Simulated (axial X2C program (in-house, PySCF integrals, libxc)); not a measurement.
**All-electron X2C curves of RhN⁺**

What are the state, bond length, wavenumber and bond energy of RhN⁺, and what does spin–orbit coupling change?

The runs use an in-house X2C program for linear molecules on PySCF integrals; all-electron X2C, Rh dyall-cv3z, N dyall-av3z.

All values are calculated.

## (1) The job

File task.json:

```json
{
 "zs": [
  45,
  7
 ],
 "q": 1,
 "bas": [
  "dyall-cv3z",
  "dyall-av3z"
 ],
 "levels": [
  "PBE0",
  "HF",
  "LDA"
 ],
 "cc": true,
 "r0": 1.7,
 "thr": -2.0,
 "nmax": 90,
 "npts": 10,
 "nst": 2,
 "ntry": 6
}
```

Keys: zs atomic numbers; q charge; bas basis sets; levels methods (HF also brings MP2); cc coupled cluster on or off; r0 starting distance in Å; thr threshold in hartree for freezing inner shells (an s shell follows its p shell); nmax most natural virtual spinors; npts points asked for on the curve; nst determinants followed; ntry starts of the search.

Run with:

```console
$ python so2c.py task.json out
```

Spin-free means the one-electron spin-free X2C Hamiltonian; two-component (2c) means X2C with spin–orbit coupling and atomic mean-field two-electron Coulomb and Gaunt terms. Basis: Rh dyall-cv3z contracted to [12s12p8d5f3g], N dyall-av3z contracted to [7s7p3d2f]; Gaussian nuclei, density fitting. Masses: Rh 102.906 u, N 14.003 u.

Notation: σ, π±, δ± give the projection m of an orbital's angular momentum (0, ±1, ±2), α and β its spin, Λ and M_S the sums; ω is the projection of a spinor's total angular momentum and Ω the sum. Logs are in hartree.

The results follow Hamiltonian by Hamiltonian and level by level.

## (2) Which state to follow

PBE0 moves the distance from 1.700 Å to 1.590 Å and compares determinants there.

Spin-free determinants:

| ΔE (eV) | state | open shells |
| --- | --- | --- |
| 0.00 | M_S = 1/2, Λ = 1 | beyond closed shells: π+α |
| 0.33 | M_S = 1/2, Λ = 0 | beyond closed shells: σα |
| 1.58 | M_S = 3/2, Λ = 2 | beyond closed shells: π+α, π-α, δ+α, δ+β, δ-α |
| 1.70 | M_S = 3/2, Λ = 1 | beyond closed shells: σα, π-α, δ+α, δ+β, δ-α |
| 1.70 | M_S = 3/2, Λ = 3 | beyond closed shells: σα, π+α, δ+α, δ+β, δ-α |
| 1.81 | M_S = 1/2, Λ = 2 | beyond closed shells: π+α, π-α, δ+α, δ+β, δ-β |
| 2.16 | M_S = 1/2, Λ = 3 | beyond closed shells: σα, π+α, δ+α, δ+β, δ-β |

Two-component determinants:

```tsv
ΔE (eV)	state	open shells
0.00	Ω = 1/2	excess of +ω over −ω: ω = 1/2
0.13	Ω = 3/2	excess of +ω over −ω: ω = 3/2
1.51	Ω = 7/2	excess of +ω over −ω: ω = -1/2, ω = 3/2, ω = 5/2
1.56	Ω = 5/2	excess of +ω over −ω: ω = 5/2
1.67	Ω = 9/2	excess of +ω over −ω: ω = 1/2, ω = 3/2, ω = 5/2
1.74	Ω = 3/2	excess of +ω over −ω: ω = 1/2, ω = -3/2, ω = 5/2
1.82	Ω = 7/2	excess of +ω over −ω: 2 × ω = 1/2, ω = 5/2
```

## (3) PBE0, spin-free

State followed: M_S = 1/2, Λ = 1 (beyond closed shells: π+α). The scan is laid around 1.590 Å, a first estimate of the minimum, and this SCF restarts from the orbitals of the search.

Output at 1.590 Å:

```text
spin-free X2C-1e  PBE0
basis functions 207  fitting functions 961  grid points 5074
iter        total energy     max residual
   1      -4837.739665834     1.74e-05
   2      -4837.739665831     3.97e-05
   3      -4837.739665843     1.06e-05
   4      -4837.739665846     6.86e-06
   5      -4837.739665848     3.54e-06
converged
one-electron -6862.47460719  Coulomb 2066.10260518  exact exchange -35.94110892  xc functional -110.26354954  nuclear repulsion 104.83699462
```

Along the bond, energies from the lowest point:

```csv
R (Å),E (eV),μ (D),HOMO (eV),LUMO (eV),iterations
1.383,1.6952,-2.00,-12.31,-10.08,13
1.447,0.6992,-2.05,-12.71,-10.19,13
1.495,0.2717,-2.06,-12.98,-10.28,13
1.542,0.0542,-2.05,-13.24,-10.38,14
1.590,0.0000,-2.01,-13.48,-10.55,5
1.646,0.0910,-1.95,-13.73,-10.79,15
1.701,0.2957,-1.85,-13.95,-11.00,16
1.773,0.6408,-1.68,-14.15,-11.14,16
1.860,1.0637,-1.44,-14.27,-11.12,16
1.988,1.5729,-1.05,-14.31,-10.95,14
```

Dipoles are positive if N is the positive end and refer to the centre of mass.

Outer orbitals at the reference distance:

| symmetry | occupied | ε (eV) | atomic character |
| --- | --- | --- | --- |
| σα | yes | -29.60 | 60% N s, 20% Rh d, 9% Rh p |
| σβ | yes | -28.33 | 57% N s, 23% Rh d, 9% Rh p |
| π+α | yes | -19.40 | 54% Rh d, 41% N p |
| σα | yes | -18.55 | 45% N p, 40% Rh d, 10% N s |
| π-α | yes | -18.49 | 54% Rh d, 40% N p |
| σβ | yes | -18.03 | 41% N p, 40% Rh d, 13% N s |
| π-β | yes | -17.85 | 63% Rh d, 32% N p |
| π+β | yes | -17.85 | 63% Rh d, 32% N p |
| δ+α | yes | -15.56 | 98% Rh d |
| δ-α | yes | -15.48 | 98% Rh d |
| δ+β | yes | -15.38 | 98% Rh d |
| δ-β | yes | -15.38 | 98% Rh d |
| π+α | yes | -13.48 | 42% Rh d, 42% N p, 7% Rh p |
| π-α | no | -10.55 | 41% N p, 41% Rh d, 10% Rh p |
| σα | no | -10.48 | 38% Rh s, 31% N p, 23% Rh d |
| σβ | no | -10.32 | 38% Rh s, 34% N p, 21% Rh d |
| π+β | no | -9.61 | 47% N p, 32% Rh d, 13% Rh p |

PBE0 fields in the half plane through the axis: z from -2.4 to 3.9 Å across, distance from the axis 0.15 to 2.25 Å upwards; Rh lies at z = 0 and N at z = 1.590 Å; the ELF is damped to zero where the density is low.

log10 density (e/bohr³). Ten even steps from '0' (-5.83 ) to '9' (1.74 ):
```
0111222333322222211100
0122233333333333222110
1123334444444443332210
1223444555544444433211
1233455666555555443321
1234456676666665544321
2234567787766776554322
2234567898777876654322
```

ELF. Ten even steps from '0' (0.00 ) to '9' (0.90 ):
```
0000000000000000000000
0000000000000000000000
0000000000001121100000
0000001111012454310000
0000012232125787631000
0000024676337999862000
0000036868558899973100
0000038171666519984100
```

Re = 1.585 Å, ωe = 1116 cm⁻¹, ωexe = 9.02 cm⁻¹, Be = 0.5447 cm⁻¹, De = 2.83 eV, μ = -2.02 D.

## (4) HF, spin-free

The SCF at the reference distance of 1.590 Å:

```text
spin-free X2C-1e  HF
basis functions 207  fitting functions 961  grid points 5074
iter        total energy     max residual
   1      -4835.299443059     2.94e-01
   2      -4835.326221409     9.93e-03
   3      -4835.328779858     6.06e-03
   4      -4835.330147810     5.72e-03
   5      -4835.331685841     6.54e-03
   6      -4835.332143292     6.43e-03
   7      -4835.331078486     5.77e-03
   8      -4835.326243271     4.14e-03
   9      -4835.325625533     4.06e-03
  10      -4835.326062641     3.41e-03
  11      -4835.326083442     1.47e-03
  12      -4835.325910603     1.51e-03
  13      -4835.325910084     8.74e-04
  14      -4835.325918057     5.95e-04
  15      -4835.325921100     3.65e-04
  16      -4835.325924781     2.76e-04
  17      -4835.325943589     3.13e-04
  18      -4835.325980439     2.13e-04
  19      -4835.326006887     1.33e-04
  20      -4835.326020534     9.47e-05
  21      -4835.326038628     1.37e-04
  22      -4835.326036214     1.82e-04
  23      -4835.326045030     1.23e-04
  24      -4835.326047804     5.58e-05
  25      -4835.326048392     4.08e-05
  26      -4835.326048559     2.82e-05
  27      -4835.326048612     1.55e-05
  28      -4835.326048588     2.61e-05
  29      -4835.326048610     1.65e-05
  30      -4835.326048600     1.29e-05
  31      -4835.326048518     1.52e-05
  32      -4835.326048540     8.24e-06
  33      -4835.326048531     3.02e-06
  34      -4835.326048532     5.03e-07
converged
one-electron -6861.88215817  Coulomb 2065.58330070  exact exchange -143.86418567  xc functional 0.00000000  nuclear repulsion 104.83699462
```

On the way the iterations pass 0.166 eV below the final energy, so this may not be the lowest solution of its occupation.

No constants are quoted: the points don't follow one smooth fit.

## (5) LDA, spin-free

The SCF at the reference distance of 1.590 Å:

```text
spin-free X2C-1e  LDA
basis functions 207  fitting functions 961  grid points 5074
iter        total energy     max residual
   1      -4832.542982295     6.94e-01
   2      -4832.557817787     1.28e-02
   3      -4832.539079440     4.14e-02
   4      -4832.549880862     2.90e-02
   5      -4832.558560653     3.02e-03
   6      -4832.558682190     2.61e-04
   7      -4832.558682763     2.58e-04
   8      -4832.558683479     2.71e-05
   9      -4832.558683522     2.19e-05
  10      -4832.558683528     2.78e-06
  11      -4832.558683528     5.37e-07
converged
one-electron -6861.49854476  Coulomb 2064.99919779  exact exchange 0.00000000  xc functional -140.89633118  nuclear repulsion 104.83699462
```

Re = 1.592 Å, ωe = 1106 cm⁻¹, ωexe = 4.8 cm⁻¹, Be = 0.5395 cm⁻¹, De = 5.49 eV, μ = -1.83 D.

## (6) Correlated methods, spin-free

Correlated methods: 13 electrons correlated (frozen shells, counted by type: Rh 4 s, 3 p, 1 d; N 1 s), 281 virtual spinors in MP2, 90 natural virtuals in coupled cluster.

Output of the correlated part at 1.590 Å:

```text
correlated 13  virtual 281  natural virtual 90  E(MP2) -0.577106983  MP2 remainder -0.036599666
iter   CCSD correlation   residual
   1     -0.443992614   3.43e-01
   2     -0.483738897   1.82e-01
   3     -0.491664075   4.89e-02
   4     -0.494030606   2.41e-02
   5     -0.495098883   1.17e-02
   6     -0.495086763   4.45e-03
   7     -0.495105975   2.14e-03
   8     -0.495186249   9.82e-04
   9     -0.495174049   4.70e-04
  10     -0.495191408   2.32e-04
  11     -0.495182026   1.03e-04
  12     -0.495184965   4.51e-05
  13     -0.495184342   2.36e-05
  14     -0.495183886   1.11e-05
  15     -0.495183948   4.95e-06
  16     -0.495183833   2.42e-06
  17     -0.495183760   1.27e-06
  18     -0.495183755   6.89e-07
(T) -0.030315368  T1 0.0744  D1 0.2032  max T2 0.115
```

T1 in the output is the amplitude norm over the root of the electron number; divide by √2 for the Lee–Taylor value.

MP2: No constants are quoted: the reference is strongly spin-contaminated.

CCSD: No constants are quoted: the points don't follow one smooth fit.

CCSD(T): No constants are quoted: the points don't follow one smooth fit.

## (7) A higher determinant, spin-free

State: M_S = 1/2, Λ = 0 (beyond closed shells: σα).

Output at the reference distance:

```text
spin-free X2C-1e  PBE0
basis functions 207  fitting functions 961  grid points 5074
iter        total energy     max residual
   1      -4837.727610654     6.79e-06
   2      -4837.727610654     1.17e-05
converged
one-electron -6860.61271168  Coulomb 2064.14925860  exact exchange -35.90895132  xc functional -110.19220087  nuclear repulsion 104.83699462
```

```csv
R (Å),E above the lowest PBE0 point (eV)
1.383,1.622
1.447,0.798
1.495,0.467
1.542,0.324
1.590,0.328
1.646,0.476
1.701,0.742
1.773,1.195
1.860,1.321
```

No constants are quoted: the points don't follow one smooth fit.

## (8) The spin-free curves together

Energy (eV) of the followed determinant, spin-free, from each level's lowest point:

```csv
R (Å),PBE0,HF,MP2 (spin-contaminated),CCSD,CCSD(T),LDA
1.383,1.695,1.193,1.814,n/a,n/a,1.800
1.447,0.699,0.334,1.089,0.777,0.921,0.769
1.495,0.272,n/a,n/a,n/a,n/a,0.317
1.542,0.054,0.000,0.000,0.077,0.119,0.075
1.590,0.000,0.017,0.046,0.000,0.000,0.000
1.646,0.091,0.155,0.317,0.066,0.026,0.072
1.701,0.296,0.389,0.741,0.300,0.248,0.271
1.773,0.641,0.820,1.148,0.714,0.627,0.653
1.860,1.064,1.477,1.604,n/a,n/a,1.230
1.988,1.573,2.566,2.203,n/a,n/a,2.132
```

## (9) PBE0, 2c

State followed: Ω = 1/2 (excess of +ω over −ω: ω = 1/2). The scan is laid around 1.590 Å, a first estimate of the minimum, and this SCF restarts from the orbitals of the search.

Output at 1.590 Å:

```text
two-component X2C + atomic mean field  PBE0
basis functions 207  fitting functions 961  grid points 5074
iter        total energy     max residual
   1      -4835.779255432     1.34e-05
   2      -4835.779255442     1.77e-05
   3      -4835.779255445     1.35e-05
   4      -4835.779255453     6.16e-06
   5      -4835.779255458     4.11e-06
   6      -4835.779255459     1.14e-06
converged
one-electron -6857.06280759  Coulomb 2064.99547612  exact exchange -35.92049975  xc functional -110.20220106  nuclear repulsion 104.83699462  atomic mean-field constant -2.42621779
```

Along the bond, energies from the lowest point:

```csv
R (Å),E (eV),μ (D),HOMO (eV),LUMO (eV),iterations
1.383,1.6752,-1.93,-12.44,-10.07,20
1.447,0.6899,-2.05,-12.80,-10.19,14
1.495,0.2667,-2.06,-13.07,-10.28,16
1.542,0.0524,-2.05,-13.32,-10.38,16
1.590,0.0000,-2.02,-13.55,-10.49,6
1.646,0.0911,-1.96,-13.80,-10.73,16
1.701,0.2925,-1.86,-14.02,-10.92,17
1.773,0.6276,-1.71,-14.22,-11.05,19
1.860,1.0388,-1.50,-14.35,-11.04,19
1.988,1.5387,-1.11,-14.27,-10.88,19
```

Dipoles are positive if N is the positive end and refer to the centre of mass.

Outer spinors at the reference distance:

```tsv
ω	occupied	ε (eV)	atomic character	λ mixture
-1/2	yes	-29.60	60% N s, 20% Rh d, 9% Rh p	100% σ
1/2	yes	-28.34	57% N s, 23% Rh d, 9% Rh p	100% σ
1/2	yes	-19.46	54% Rh d, 40% N p	98% π, 2% σ
-1/2	yes	-18.56	44% N p, 41% Rh d, 10% N s	98% σ, 2% π
-3/2	yes	-18.47	54% Rh d, 41% N p	100% π
1/2	yes	-18.04	41% N p, 40% Rh d, 12% N s	98% σ, 2% π
-1/2	yes	-17.92	63% Rh d, 32% N p	98% π, 2% σ
3/2	yes	-17.83	63% Rh d, 32% N p	100% π
3/2	yes	-15.73	97% Rh d	99% δ, 1% π
-3/2	yes	-15.57	97% Rh d	99% δ, 1% π
-5/2	yes	-15.34	97% Rh d	100% δ
5/2	yes	-15.26	97% Rh d	100% δ
1/2	yes	-13.55	43% N p, 41% Rh d, 7% Rh p	98% π, 2% σ
-3/2	no	-10.49	42% Rh d, 40% N p, 9% Rh p	100% π
-1/2	no	-10.48	37% Rh s, 32% N p, 23% Rh d	100% σ
1/2	no	-10.32	37% Rh s, 33% N p, 21% Rh d	98% σ, 2% π
-1/2	no	-9.68	47% N p, 31% Rh d, 13% Rh p	99% π, 1% σ
```

PBE0 fields in the half plane through the axis: z from -2.4 to 3.9 Å across, distance from the axis 0.15 to 2.25 Å upwards; Rh lies at z = 0 and N at z = 1.590 Å; the ELF is damped to zero where the density is low.

log10 density (e/bohr³). Ten even steps from ' ' (-5.83 ) to '@' (1.74 ):
```
  ......::::::--------::::::::::::......    
  ..::::::----------------------::::::....  
....::------==================------::::..  
..::::--======++++++++============----::....
..::----==++++******++++++++++++====----::..
..::--====++****##************++++====--::..
::::--==++**####%%####****####**++++==--::::
::::--==++**##%%@@%%######%%##****++==--::::
```

ELF. Ten even steps from '0' (0.00 ) to '9' (0.90 ):
```
0000000000000000000000
0000000000000000000000
0000000000001121100000
0000001111012454310000
0000012332125787631000
0000024676337999862000
0000036868558899973100
0000038171666519984100
```

Re = 1.584 Å, ωe = 1111 cm⁻¹, ωexe = 10 cm⁻¹, Be = 0.5451 cm⁻¹, De = 2.76 eV, μ = -2.03 D.

## (10) HF, 2c

The SCF at the reference distance of 1.590 Å:

```text
two-component X2C + atomic mean field  HF
basis functions 207  fitting functions 961  grid points 5074
iter        total energy     max residual
   1      -4833.338553659     2.94e-01
   2      -4833.365746496     9.77e-03
   3      -4833.368620462     6.54e-03
   4      -4833.370217963     6.76e-03
   5      -4833.371983089     7.53e-03
   6      -4833.372595334     7.32e-03
   7      -4833.370918415     6.30e-03
   8      -4833.364647932     4.76e-03
   9      -4833.364254244     3.86e-03
  10      -4833.364869430     3.68e-03
  11      -4833.364927967     1.97e-03
  12      -4833.364780260     1.36e-03
  13      -4833.364774499     1.19e-03
  14      -4833.364841704     1.21e-03
  15      -4833.364913515     1.18e-03
  16      -4833.365206752     1.03e-03
  17      -4833.365656706     6.08e-04
  18      -4833.365476105     7.93e-04
  19      -4833.365678200     1.64e-04
  20      -4833.365672128     2.48e-04
  21      -4833.365685810     1.39e-04
  22      -4833.365686890     1.54e-04
  23      -4833.365694045     8.53e-05
  24      -4833.365696335     9.18e-05
  25      -4833.365697948     8.68e-05
  26      -4833.365699297     8.14e-05
  27      -4833.365700488     8.04e-05
  28      -4833.365701241     7.92e-05
  29      -4833.365702016     8.00e-05
  30      -4833.365703172     7.56e-05
  31      -4833.365703669     7.34e-05
  32      -4833.365703839     7.49e-05
  33      -4833.365703449     6.98e-05
  34      -4833.365703431     5.76e-05
  35      -4833.365703800     4.53e-05
  36      -4833.365704238     3.60e-05
  37      -4833.365704411     3.12e-05
  38      -4833.365704695     2.23e-05
  39      -4833.365704726     1.54e-05
  40      -4833.365704735     1.03e-05
  41      -4833.365704744     6.75e-06
  42      -4833.365704756     4.16e-06
  43      -4833.365704764     3.12e-06
  44      -4833.365704769     3.50e-06
  45      -4833.365704771     2.24e-06
converged
one-electron -6856.55030531  Coulomb 2064.56138632  exact exchange -143.78756261  xc functional 0.00000000  nuclear repulsion 104.83699462  atomic mean-field constant -2.42621779
```

On the way the iterations pass 0.188 eV below the final energy, so this may not be the lowest solution of its occupation.

No constants are quoted: the points don't follow one smooth fit.

## (11) LDA, 2c

Output at 1.590 Å:

```text
two-component X2C + atomic mean field  LDA
basis functions 207  fitting functions 961  grid points 5074
iter        total energy     max residual
   1      -4830.586303544     6.94e-01
   2      -4830.601359773     1.29e-02
   3      -4830.588146232     3.39e-02
   4      -4830.590183542     3.38e-02
   5      -4830.602207595     3.73e-03
   6      -4830.602386670     2.35e-04
   7      -4830.602389494     2.74e-04
   8      -4830.602391193     1.38e-04
   9      -4830.602391711     6.39e-05
  10      -4830.602391785     1.29e-05
  11      -4830.602391790     3.40e-06
  12      -4830.602391791     8.24e-07
converged
one-electron -6855.88887603  Coulomb 2063.68210988  exact exchange 0.00000000  xc functional -140.80640247  nuclear repulsion 104.83699462  atomic mean-field constant -2.42621779
```

No constants are quoted: the points don't follow one smooth fit.

## (12) Correlated methods, 2c

Correlated methods: 13 electrons correlated (frozen shells, counted by type: Rh 4 s, 3 p, 1 d; N 1 s), 281 virtual spinors in MP2.

Output of the correlated part at 1.590 Å:

```text
correlated 13  virtual 281  natural virtual 90  E(MP2) -0.571443261  MP2 remainder -0.036245454
iter   CCSD correlation   residual
   1     -0.442990311   3.38e-01
   2     -0.481788463   1.81e-01
   3     -0.490683367   5.21e-02
   4     -0.493384498   2.56e-02
   5     -0.494585317   1.24e-02
   6     -0.494560797   4.86e-03
   7     -0.494603404   2.48e-03
   8     -0.494690811   1.25e-03
   9     -0.494669926   6.84e-04
  10     -0.494700273   4.11e-04
  11     -0.494683610   2.70e-04
  12     -0.494689966   2.02e-04
  13     -0.494688480   1.57e-04
  14     -0.494686007   1.11e-04
  15     -0.494687079   6.85e-05
  16     -0.494686390   4.36e-05
  17     -0.494685776   2.70e-05
  18     -0.494686200   1.69e-05
  19     -0.494685728   1.09e-05
  20     -0.494686084   6.79e-06
  21     -0.494685922   4.41e-06
  22     -0.494685879   2.89e-06
  23     -0.494685911   1.95e-06
  24     -0.494685865   1.45e-06
  25     -0.494685867   1.08e-06
(T) -0.030118733  T1 0.0806  D1 0.1732  max T2 0.099
```

Coupled cluster ran at too few distances for a curve.

MP2: No constants are quoted: the reference is strongly spin-contaminated.

## (13) A higher determinant, 2c

State: Ω = 3/2 (excess of +ω over −ω: ω = 3/2).

Output at the reference distance:

```text
two-component X2C + atomic mean field  PBE0
basis functions 207  fitting functions 961  grid points 5074
iter        total energy     max residual
   1      -4835.774304877     2.22e-05
   2      -4835.774304888     3.03e-05
   3      -4835.774304897     1.75e-05
   4      -4835.774304915     5.24e-06
   5      -4835.774304917     3.05e-06
converged
one-electron -6857.09741670  Coulomb 2065.03650699  exact exchange -35.92080972  xc functional -110.20336232  nuclear repulsion 104.83699462  atomic mean-field constant -2.42621779
```

```csv
R (Å),E above the lowest PBE0 point (eV)
1.383,1.842
1.447,0.841
1.495,0.411
1.542,0.191
1.590,0.135
1.646,0.224
1.701,0.429
1.773,0.777
1.860,1.203
```

Re = 1.585 Å, ωe = 1116 cm⁻¹, ωexe = 8.46 cm⁻¹, Be = 0.5442 cm⁻¹, μ = -2.01 D. Te = 0.14 eV.

## (14) The 2c curves together

Energy (eV) of the followed determinant, 2c, from each level's lowest point:

```csv
R (Å),PBE0,HF,MP2 (spin-contaminated),LDA
1.383,1.675,1.184,1.644,1.459
1.447,0.690,0.319,0.964,0.591
1.495,0.267,n/a,n/a,0.230
1.542,0.052,0.001,0.000,0.055
1.590,0.000,0.000,0.003,0.000
1.646,0.091,n/a,n/a,0.079
1.701,0.292,n/a,n/a,0.281
1.773,0.628,0.520,1.564,0.665
1.860,1.039,0.921,2.260,1.240
1.988,1.539,1.555,3.189,2.130
```

The whole job took 3.8 min on 1 thread of Arm Neoverse V1, shared host.

## (15) Results

Lowest determinant that the search found at its distance, spin-free: M_S = 1/2, Λ = 1 (beyond closed shells: π+α).

Lowest determinant that the search found at its distance, 2c: Ω = 1/2 (excess of +ω over −ω: ω = 1/2).

```csv
Hamiltonian,level,Re (Å),ωe (cm⁻¹),De (eV),μ (D)
spin-free,PBE0,1.585,1116,2.83,-2.02
spin-free,LDA,1.592,1106,5.49,-1.83
2c,PBE0,1.584,1111,2.76,-2.03
```

Dipoles are positive if N is the positive end and refer to the centre of mass. No constants: spin-free HF (the points don't follow one smooth fit); spin-free MP2 (the reference is strongly spin-contaminated); spin-free CCSD (the points don't follow one smooth fit); spin-free CCSD(T) (the points don't follow one smooth fit); 2c HF (the points don't follow one smooth fit); 2c MP2 (the reference is strongly spin-contaminated); 2c LDA (the points don't follow one smooth fit).

Time per point (s) on 1 thread of Arm Neoverse V1, shared host (2c runs); the times are rough: PBE0 0.97.

In words: At PBE0, going from spin-free to two-component changes Re by -1 mÅ, ωe by -0.4 %, which is small (part of it comes from the scalar share of the two-electron terms). It costs about 1.6 times the time. De moves by -0.07 eV; both De rest on single-determinant atoms, which can miss part of an open shell's spin–orbit lowering.

De refers to Rh+ + N, each in the lowest determinant found, which need not be this curve's own limit. Each curve is one determinant whose occupation by symmetry is held fixed; it was picked as the lowest of a PBE0 search that is not exhaustive. Dissociation energies refer to the lowest single-determinant-based atoms at the same level and basis. Density functionals use the spin component along the axis (collinear). At some level an empty orbital lies below a filled one. The spin-free determinant is spin-contaminated at some levels.
